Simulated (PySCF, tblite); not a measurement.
# C₄H₁₁GeNS: geometry, infrared bands and NMR shifts

Wanted: the infrared bands and NMR shifts of C₄H₁₁GeNS (`C[C](=S)[GeH2][N](C)C`), by calculation.

Programs: tblite 0.8.0 and PySCF 2.14.0, with density-fitted response routines of our own. Each step states its level of theory. These are calculated values for one molecule in the gas phase, unless marked as measured. Atoms are numbered from 0 throughout.

## Step 1: The starting structure

18 atoms, charge 0, multiplicity 1; geometry from: force field or distance geometry start.

Bonds of the start (Å): C0–C1 1.50, C1–S2 1.44, C1–Ge3 1.89, Ge3–N4 1.88, N4–C5 1.44, N4–C6 1.48, C0–H7 1.09, C0–H8 1.09, C0–H9 1.11, Ge3–H10 1.54, Ge3–H11 1.55, C5–H12 1.12, C5–H13 1.12, C5–H14 1.11, C6–H15 1.11, C6–H16 1.09, C6–H17 1.11.

## Step 2: Relaxing the molecule with GFN2-xTB

What the job is given:

```
{"job": {"kind": "relax", "xc": "GFN2-xTB", "basis": "xTB"}, "charge": 0, "multiplicity": 1}
C      2.798000     0.067400     0.378700
C      1.765900    -1.020900     0.256200
S      2.039300    -2.293000     0.883900
Ge     0.173000    -0.671900    -0.703900
N     -1.078600     0.139200     0.448300
C     -2.376500    -0.477300     0.322100
C     -1.111200     1.536400    -0.031100
H      3.669200    -0.178400    -0.230400
H      2.387800     1.025600     0.049700
H      3.089800     0.128800     1.445000
H      0.516700     0.287400    -1.865200
H     -0.450400    -1.956700    -1.306900
H     -2.302200    -1.524000     0.724500
H     -2.690000    -0.584700    -0.745000
H     -3.172200     0.043400     0.898600
H     -1.328800     1.469200    -1.115700
H     -1.867500     2.119900     0.503700
H     -0.071100     1.895900     0.075800
```

Started as:

```bash
> OMP_NUM_THREADS=1 python probes_run.py task.json out
```

The driver reads the jobs from task.json and runs them one after another.

**Question.** This job is followed by: GFN2-xTB harmonic vibrations, gas phase; GIAO PBE0/pcSseg-1 NMR shielding, non-relativistic, gas phase. What will the session give for the following? strongest single infrared mode (GFN2-xTB); zero-point energy (GFN2-xTB); ¹³C shifts against TMS (PBE0/pcSseg-1, means over atoms taken as alike); ¹H shifts against TMS (PBE0/pcSseg-1, means over atoms taken as alike); ³³S shifts against CS2 (PBE0/pcSseg-1); ⁷³Ge shifts against GeMe4 (PBE0/pcSseg-1); ¹⁵N shifts against NH3 (PBE0/pcSseg-1).

The runs gave:

| quantity | value |
| --- | --- |
| strongest single infrared mode (GFN2-xTB) | 2028 cm⁻¹, 377 km/mol |
| zero-point energy (GFN2-xTB) | 86.2 kcal/mol |
| ¹³C shifts against TMS (PBE0/pcSseg-1, means over atoms taken as alike) | 325.5, 54.5, 44.5 ppm |
| ¹H shifts against TMS (PBE0/pcSseg-1, means over atoms taken as alike) | 4.83, 3.60, 2.68 ppm |
| ³³S shifts against CS2 (PBE0/pcSseg-1) | 1337 ppm |
| ⁷³Ge shifts against GeMe4 (PBE0/pcSseg-1) | -81 ppm |
| ¹⁵N shifts against NH3 (PBE0/pcSseg-1) | 43.1 ppm |

In words: The optimisation took 156 steps and gained 1.661 eV; among the close pairs (by a distance rule), C1–S2 changed most, from 1.445 to 1.624 Å. No mode is imaginary among the 48: a minimum at this level. The strongest single mode, at 2028 cm⁻¹, moves mainly H11. GFN2-xTB is a fitted tight-binding method: band positions and strengths are rough. Its intensities can rank the bands wrongly. The most deshielded carbon is C1 (thiocarbonyl carbon), at 325.5 ppm: low-lying n→π* states of the double bond to the heteroatom give a large paramagnetic term (-404 ppm). At PBE0/pcSseg-1: The widest tensor belongs to S2: span 3146 ppm, with a paramagnetic part of -1892 ppm. Spin-orbit coupling is left out, which matters for shieldings and couplings at and beside the heavy atoms.
